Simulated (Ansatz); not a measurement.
# CH6N2Si: the cost of one run

Method: RKS PBE/def2-SVP, in Ansatz 0.2.0.

1 further run of the same task is left out (it didn't finish).

**1. The system as given**

Bond lengths: C1–Si2 1.753 Å, Si2–N3 1.719 Å, Si2–N4 1.719 Å, C1–H5 1.075 Å, C1–H6 1.075 Å, N3–H7 1.009 Å, N3–H8 1.006 Å, N4–H9 1.009 Å, N4–H10 1.006 Å. Angles: C1–Si2–N3 127.3°, C1–Si2–N4 129.3°, N3–Si2–N4 103.2°, Si2–C1–H5 121.5°, Si2–C1–H6 121.6°, H5–C1–H6 115.4°, Si2–N3–H7 118.8°, Si2–N3–H8 117.3°, H7–N3–H8 110.6°, Si2–N4–H9 118.4°, Si2–N4–H10 117.3°, H9–N4–H10 110.4°.

As a file:

```xyz
10

C    -1.1505    0.2300   -1.4103
Si   -0.0732    0.0124   -0.0447
N     0.7355   -1.4307    0.4237
N     0.5474    1.1832    1.0508
H    -1.6470   -0.6037   -1.8726
H    -1.5246    1.1994   -1.6844
H     0.8581   -1.6214    1.4064
H     0.5003   -2.2727   -0.0735
H     1.5355    1.1749    1.2541
H     0.2184    2.1285    0.9504
```

**2. End point A**

input.yaml reads:

```yaml
crystal:
  periodic: [false, false, false]
  atoms:
    - { symbol: C, position_ang: [-1.15055, 0.23002, -1.41028] }
    - { symbol: Si, position_ang: [-0.0732, 0.01243, -0.04466] }
    - { symbol: "N", position_ang: [0.73551, -1.43074, 0.4237] }
    - { symbol: "N", position_ang: [0.54744, 1.18324, 1.05079] }
    - { symbol: H, position_ang: [-1.64701, -0.60371, -1.87264] }
    - { symbol: H, position_ang: [-1.52455, 1.19944, -1.68436] }
    - { symbol: H, position_ang: [0.85815, -1.62136, 1.4064] }
    - { symbol: H, position_ang: [0.50026, -2.27275, -0.07345] }
    - { symbol: H, position_ang: [1.53552, 1.17493, 1.2541] }
    - { symbol: H, position_ang: [0.21842, 2.1285, 0.9504] }
basis:
  gaussian: { orbitals: def2-SVP }
hamiltonian:
  xc: pbe
relax:
  f_tol: 0.015
  max_steps: 40
```

Started as:

```sh
$ ansatz run input.yaml --threads 1 --pin off --max-ram 2048MiB --backend cpu --events-out ev --progress --plain --runs-dir out
```

**Question.** How long does this run take on 1 thread of Arm Neoverse V1, shared host, and how much memory does it need?

About 23 s, with a peak of 0.12 GiB.
